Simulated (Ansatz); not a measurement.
Consider vertical spin-state energies of BFH2OSi, SMILES FB1O[SiH2]1 (Ansatz 0.2.0 through its Python package).

`spin.py`
```python
"""Gap between spin states of BFH2OSi at one geometry."""

import ansatz as az

params = {
    "basis_set": "def2-SVP",
    "functional": "PBE0",
    "dispersion": "d4",
}

GEOMETRY = """
F     0.28440   -2.43910    0.59760
B     0.26280   -0.95480    0.65350
O     1.00300    0.29010    0.47950
Si   -0.28620    0.66200   -0.35620
H    -0.05270    0.73010   -1.80600
H    -1.16930    1.64760    0.38550
"""

mol = az.Crystal.molecule()
for line in GEOMETRY.strip().splitlines():
    symbol, *xyz = line.split()
    mol = mol.atom(symbol, [float(v) for v in xyz])

setup = (
    mol.calculation()
    .basis(gaussian=params["basis_set"])  # the orbital basis, by name
    .functional(params["functional"], dispersion=params["dispersion"])
)
found = {}
for unpaired in [0, 2]:
    summary = setup.spin("collinear", total=unpaired).run().report
    s = unpaired / 2
    found[unpaired] = summary["free_energy_ev"]
    print(f"2S+1 = {unpaired + 1}: E = {found[unpaired]:.5f} eV, <S^2> = {abs(summary['mean_field']['state']['spin_squared']):.3f} (pure state {s * (s + 1):.2f})")
lowest = min(found, key=found.get)
for unpaired, e in found.items():
    print(f"multiplicity {unpaired + 1}: {23.060548 * (e - found[lowest]):.1f} kcal/mol above the lowest")
```

Which spin state is lowest at this geometry, and how far above lie the others?

In order: multiplicity 1 (+0.00 eV) and multiplicity 3 (+2.07 eV), all at the one geometry.

The output:

```console
$ python spin.py
2S+1 = 1: E = -13334.38310 eV, <S^2> = 0.000 (pure state 0.00)
2S+1 = 3: E = -13332.31393 eV, <S^2> = 2.004 (pure state 2.00)
multiplicity 1: 0.0 kcal/mol above the lowest
multiplicity 3: 47.7 kcal/mol above the lowest
```

What to keep in mind:
- Total energies depend on the basis set; only differences at equal settings carry meaning.
- The geometry is a force-field or estimated start, not a minimum of this method, and the basis set is short of its limit. All parts are taken at fixed geometry, without zero-point energy.
- The whole script took 7.2 s on 1 thread of Arm Neoverse V1, with other jobs on the host, peak memory 0.22 GiB.
